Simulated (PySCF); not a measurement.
# [Dy(HCN)]3+: other functionals and bases at one geometry

The task here is to estimate one member of a computed series from the others.

Program: PySCF 2.14.0. Level of theory: several levels, as the steps say, no spin–orbit coupling. These are calculated values, not measurements.

1 further run of the same task is left out (for a known fault of the program).

## Starting geometry

4 atoms, charge 3, spin multiplicity 1.

Bond lengths: Dy1–N2 2.206 Å, N2–C3 1.167 Å, C3–H4 1.117 Å. Angles: Dy1–N2–C3 180.0°, N2–C3–H4 180.0°.

As a file:

```
atom   x (Å)   y (Å)    z (Å)
 Dy1  0.0000  0.0000  -0.2280
  N2  0.0000  0.0000   1.9777
  C3  0.0000  0.0000   3.1443
  H4  0.0000  0.0000   4.2609
```

Formal oxidation states: Dy +3. Each metal's 9 4f electrons lie in its core potential, so multiplicities, spins and levels count the valence alone. An earlier session relaxed this geometry at PBE0, Dy lcecp-1-SVP with ECP55, N def2-SVP, C def2-SVP, H def2-SVP (singlet, point group C∞v).

At PBE0 on the finer grid: E = -128.992664 Eh, HOMO -27.14 eV, LUMO -19.88 eV, Mulliken charge on Dy1 +2.50 e, largest force component 0.001 eV/Å. 

Levels to run: TPSSh; PBE; PBE0, TZVP. Hardware: 2 threads of Intel Xeon at 2.50GHz (Skylake/Cascade Lake), shared host.

Set-up of the first run:

run.py (the lines that set the calculation) reads:

```python
mol = gto.M(atom='''
Dy     0.00000     0.00000    -0.22802
N      0.00000     0.00000     1.97775
C      0.00000     0.00000     3.14428
H      0.00000     0.00000     4.26093''',
    basis={'Dy': 'lcecp-1-SVP', 'N': 'def2-SVP', 'C': 'def2-SVP', 'H': 'def2-SVP'},
    ecp={'Dy': 'lcecp-1-SVP'},
    charge=3, spin=0)
mf = dft.RKS(mol, xc='TPSSH')
mf.grids.atom_grid = (75, 302)  # f atoms: unpruned, at least (60, 302)
mf = mf.density_fit()  # fitting sets: Dy AutoAux, N def2-universal-JKFIT, C def2-universal-JKFIT, H def2-universal-JKFIT
mf.conv_tol = 1e-08; mf.max_cycle = 55
mf.kernel(dm0)  # dm0: the density of the relaxed state
```

Command:

```
OMP_NUM_THREADS=2 python run.py
```

Among the steps run: TPSSh; PBE; PBE0, TZVP.

One table of the session follows, with a row left open; its other results are not shown here.

```
              level  HOMO (eV)  gap (eV)  charge on Dy1 (e)  dipole (D)  largest force component (eV/Å)
PBE0 (relaxed here)     -27.14      7.26               2.50        5.07                            0.00
              TPSSh     -26.34      6.05               2.49        5.15                            0.61
                PBE     -25.92      4.93               2.43        5.37                            1.46
         PBE0, TZVP          ?         ?                  ?           ?                               ?
```

Estimate the missing values for PBE0, TZVP.

As computed: HOMO (eV): -27.05; gap (eV): 7.20; charge on Dy1 (e): 2.59; dipole (D): 5.13; largest force component (eV/Å): 0.88. In the column «HOMO (eV)» it lies between PBE0 (relaxed here) (-27.14) and TPSSh (-26.34).

The dipole of a charged species depends on the origin, so these sizes hold for this origin alone.

In one basis the HOMO–LUMO gap runs from 4.93 eV (PBE) to 7.26 eV (PBE0). The largest leftover force, 1.46 eV/Å with PBE, stands at a geometry relaxed at another level. With 4f in the core, its levels are missing from HOMO and gap, and its count is fixed, so no charge can pass from the ligands into it. Total energies of different levels can't be compared.
